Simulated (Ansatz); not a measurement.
# C3H6AlNTe: the cost of one run

All numbers below are computed with Ansatz 0.2.0 (RKS B3LYP/def2-SVP).

## Step 1: The structure to begin with

Bond lengths: C1–C2 1.209 Å, C2–N3 1.391 Å, N3–C4 1.556 Å, N3–Al5 1.881 Å, Al5–Te6 2.631 Å, C1–H7 1.052 Å, C4–H8 1.112 Å, C4–H9 1.030 Å, C4–H10 1.142 Å, Al5–H11 1.588 Å, Te6–H12 1.748 Å. Angles (14 of 15 angles, heavy atoms first): C1–C2–N3 177.8°, C2–N3–C4 118.2°, C2–N3–Al5 120.4°, C4–N3–Al5 121.4°, N3–Al5–Te6 120.3°, C2–C1–H7 174.1°, N3–C4–H8 107.6°, N3–C4–H9 112.1°, N3–C4–H10 105.2°, N3–Al5–H11 121.1°, Te6–Al5–H11 118.7°, Al5–Te6–H12 90.2°, H8–C4–H9 111.1°, H8–C4–H10 109.4°.

As a file:

```xyz
12

C     0.1956   -0.8790   -2.8194
C     0.1586   -0.4474   -1.6911
N     0.1479    0.0101   -0.3772
C     1.5087    0.1488    0.3652
Al   -1.4768    0.4490    0.4639
Te   -1.4925    1.3125    2.9490
H     0.1605   -1.1738   -3.8286
H     1.6150    1.2103    0.6774
H     2.3015   -0.1452   -0.2221
H     1.4138   -0.5112    1.2918
H    -2.8605    0.3048   -0.3009
H    -1.5948   -0.3341    3.5261
```

## Step 2: End point A

input.yaml

```yaml
crystal:
  periodic: [false, false, false]
  atoms:
    - { symbol: C, position_ang: [0.1956, -0.879, -2.8194] }
    - { symbol: C, position_ang: [0.1586, -0.4474, -1.6911] }
    - { symbol: "N", position_ang: [0.1479, 0.0101, -0.3772] }
    - { symbol: C, position_ang: [1.5087, 0.1488, 0.3652] }
    - { symbol: Al, position_ang: [-1.4768, 0.449, 0.4639] }
    - { symbol: Te, position_ang: [-1.4925, 1.3125, 2.949] }
    - { symbol: H, position_ang: [0.1605, -1.1738, -3.8286] }
    - { symbol: H, position_ang: [1.615, 1.2103, 0.6774] }
    - { symbol: H, position_ang: [2.3015, -0.1452, -0.2221] }
    - { symbol: H, position_ang: [1.4138, -0.5112, 1.2918] }
    - { symbol: H, position_ang: [-2.8605, 0.3048, -0.3009] }
    - { symbol: H, position_ang: [-1.5948, -0.3341, 3.5261] }
basis:
  gaussian: { orbitals: def2-SVP }
hamiltonian:
  xc: b3lyp
relax:
  f_tol: 0.015
  max_steps: 40
output:
  orbitals: {}
```

Launch:

```console
$ ansatz run input.yaml --threads 2 --pin off --max-ram 3072MiB --backend cpu --events-out ev --progress --plain --runs-dir out
```

What time and memory should one allow on 2 threads of Intel Xeon Platinum 8488C (Sapphire Rapids), shared host?

About 90 s, with a peak of 0.41 GiB.
